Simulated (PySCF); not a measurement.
The system is OGaFBrH, in a box.

```xyz
5
Lattice="11.0000 0.0000 0.0000 0.0000 13.0000 0.0000 0.0000 0.0000 13.0000" Properties=species:S:1:pos:R:3 pbc="T T T"
O     4.7462    4.9113    7.3504
Ga    5.2428    6.3614    6.4807
F     4.8990    6.4046    4.7816
Br    6.2798    8.1307    7.4248
H     4.9607    4.9386    8.2864
```

Base run:

| Property | Result |
| --- | --- |
| Program | PySCF 2.14.0 |
| Functional | PBE |
| Potentials or basis | def2-svp (all-electron) |
| k mesh | 1 × 1 × 1 |
| Occupations | fixed |
| Spin | no spin polarisation |

Its results: gap between the frontier levels 5.02 eV.

After a change of settings the same cell gave: gap between the frontier levels 5.33 eV. Which change was it?
A. functional from PBE to TM
B. functional from PBE to HCTH407
C. functional from PBE to SVWN5
D. functional from PBE to OLYP; dispersion from none to D3(BJ)

A.

TM gives the wider gap, since meta-GGAs in the generalised Kohn-Sham scheme recover part of the derivative discontinuity.

Caveats: this is a molecule in a periodic box at the Γ point, so its band gap is the HOMO-LUMO gap; relativity is left out, which matters for the heavier elements; the basis of atomic orbitals isn't converged, which shifts pressures, moduli and gaps.

Not every run made on this cell is shown here.
